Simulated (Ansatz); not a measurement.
**C₂H₆BrNSi: small, medium and large basis sets**

The task here is to estimate one member of a computed series from the others.

Program: Ansatz 0.2.0, Gaussian basis. Level of theory: one geometry, several basis sets. These are calculated values, not measurements.

The runs, in order: PBE0-D4/def2-SVP; ωB97M-V/def2-SVP; PBE0-D4/def2-QZVPP; ωB97M-V/def2-QZVPP; the functionals' def2-TZVPP values are taken from earlier runs.

## The geometry

All runs share one geometry, relaxed beforehand with PBE0-D4 in a triple-zeta def2 set.

SMILES `CN(C)[Si]Br`, 11 atoms, charge 0, spin multiplicity 1.

Atoms are counted from 1 here; the program's logs count them from 0.

Bond lengths: C1–N2 1.445 Å, C1–H6 1.088 Å, C1–H7 1.096 Å, C1–H8 1.096 Å, N2–C3 1.452 Å, N2–Si4 1.710 Å, C3–H9 1.096 Å, C3–H10 1.094 Å, C3–H11 1.096 Å, Si4–Br5 2.287 Å. Angles: N2–C1–H6 110.6°, N2–C1–H7 110.4°, N2–C1–H8 110.4°, H6–C1–H7 108.8°, H6–C1–H8 108.8°, H7–C1–H8 107.7°, C1–N2–C3 112.4°, C1–N2–Si4 132.3°, C3–N2–Si4 115.2°, N2–C3–H9 110.9°, N2–C3–H10 110.3°, N2–C3–H11 110.9°, H9–C3–H10 108.2°, H9–C3–H11 108.2°, H10–C3–H11 108.2°, N2–Si4–Br5 102.2°.

Set-up of the first run:

in.yaml reads:

```yaml
crystal:
  periodic: [false, false, false]
  atoms:
    - {symbol: C, position_ang: [0.029288, 0.789183, -0.845115]}
    - {symbol: N, position_ang: [0.047364, -0.018804, 0.352442]}
    - {symbol: C, position_ang: [-0.214965, -1.420913, 0.078896]}
    - {symbol: Si, position_ang: [0.315415, 0.365757, 1.996734]}
    - {symbol: Br, position_ang: [0.673686, 2.622537, 1.914507]}
    - {symbol: H, position_ang: [0.227317, 1.831705, -0.606306]}
    - {symbol: H, position_ang: [0.788115, 0.438519, -1.554195]}
    - {symbol: H, position_ang: [-0.946805, 0.718693, -1.338901]}
    - {symbol: H, position_ang: [0.538965, -1.833586, -0.600708]}
    - {symbol: H, position_ang: [-0.193220, -1.999677, 1.006562]}
    - {symbol: H, position_ang: [-1.199860, -1.550614, -0.383416]}
basis:
  gaussian: {orbitals: def2-SVP}
hamiltonian: {xc: pbe0, dispersion: d4}
output: {orbitals: {seedname: orbitals}}
```

On the command line:

```console
$ ansatz run in.yaml --threads 4 --pin off --events-out ev --progress --plain --max-ram 10444MiB
```

Steps of the session up to this table: PBE0-D4 in def2-SVP; ωB97M-V in def2-SVP; PBE0-D4 in def2-QZVPP; ωB97M-V in def2-QZVPP.

One of the session's tables, all rows but one given; the rest of the session is left out.

It belongs to the step «Functionals by basis». 

| functional | basis | HOMO (eV) | LUMO (eV) |
| --- | --- | --- | --- |
| PBE0-D4 | def2-SVP | -6.81 | -1.47 |
| PBE0-D4 | def2-TZVPP | -6.90 | -1.58 |
| PBE0-D4 | def2-QZVPP | -6.91 | -1.63 |
| ωB97M-V | def2-SVP | -8.86 | 0.53 |
| ωB97M-V | def2-TZVPP | -8.97 | 0.33 |
| ωB97M-V | def2-QZVPP | ? | ? |

Estimate the missing values for ωB97M-V, def2-QZVPP.

As computed: HOMO (eV): -8.99; LUMO (eV): 0.21. In the column «HOMO (eV)» it is the lowest.
